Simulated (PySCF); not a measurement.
# CH3AlF2: the cost of one run

Computed with PySCF 2.14.0. Level: levels as typed in each script, gas phase, geometry from GFN2-xTB.

## (1) The starting structure

SMILES `C[Al](F)F`, 7 atoms, charge 0, spin multiplicity 1.

Bond lengths: C1–Al2 1.973 Å, C1–H5 1.089 Å, C1–H6 1.090 Å, C1–H7 1.090 Å, Al2–F3 1.650 Å, Al2–F4 1.650 Å. Angles: Al2–C1–H5 110.6°, Al2–C1–H6 111.2°, Al2–C1–H7 111.2°, H5–C1–H6 108.6°, H5–C1–H7 108.2°, H6–C1–H7 106.7°, C1–Al2–F3 123.3°, C1–Al2–F4 123.3°, F3–Al2–F4 113.4°.

Coordinates:

```mol
CH3AlF2
  3D, bonds by distance, orders not assigned

  7  6  0  0  0  0  0  0  0  0999 V2000
    1.9069    0.0055    0.0004 C   0  0
   -0.0657    0.0002    0.0003 Al  0  0
   -0.9672   -1.3814   -0.0004 F   0  0
   -0.9752    1.3768    0.0000 F   0  0
    2.2883    1.0257   -0.0042 H   0  0
    2.3026   -0.5105    0.8752 H   0  0
    2.3030   -0.5102   -0.8742 H   0  0
  1  2  8  0
  2  3  8  0
  2  4  8  0
  1  5  8  0
  1  6  8  0
  1  7  8  0
M  END
```

## (2) Density, bond paths and surface potential (wB97X/def2-tzvp)

input.py

```python
import numpy as np
from pyscf import gto, scf, dft
from pyscf.scf import atom_ks, atom_hf
from scipy.linalg import block_diag

def solve(mol, dm0=None, hcore=None):
    mf = (dft.UKS if mol.spin else dft.RKS)(mol, xc='wb97x')
    mf.grids.level = 3
    mf = mf.density_fit(auxbasis='def2-universal-jkfit')
    mf.conv_tol, mf.max_cycle = 1e-8, 80
    if hcore is not None:
        mf.get_hcore = lambda *args: hcore
    mf.kernel(dm0)
    if not mf.converged:
        mf = mf.newton().run(mf.mo_coeff, mf.mo_occ, max_cycle=30)
    assert mf.converged, 'SCF not converged'
    return mf

mol = gto.M(atom='''
C      1.90693     0.00552     0.00042
Al    -0.06567     0.00022     0.00029
F     -0.96720    -1.38141    -0.00038
F     -0.97522     1.37685     0.00003
H      2.28825     1.02572    -0.00420
H      2.30261    -0.51046     0.87524
H      2.30298    -0.51020    -0.87418
''', basis='def2-tzvp', charge=0, spin=0, verbose=4)
mf = solve(mol)
mf.analyze()
# spherically averaged free atoms, for the promolecule
atm = atom_ks.get_atm_nrks(mol, xc='wb97x')
pro = block_diag(*[(atm[a[0]][2] * atm[a[0]][3]) @ atm[a[0]][2].T for a in mol._atom])
np.savez('result.npz', e=mf.e_tot, c=mf.mo_coeff, occ=mf.mo_occ, eps=mf.mo_energy, pro=pro, dip=mf.dip_moment(verbose=0), s2=mf.spin_square()[0])
```

On the command line:

```bash
> OMP_NUM_THREADS=1 python input.py
```

What time and memory should one allow on 1 thread of Arm Neoverse N1, shared host?

About 22 s, with a peak of 0.56 GiB.
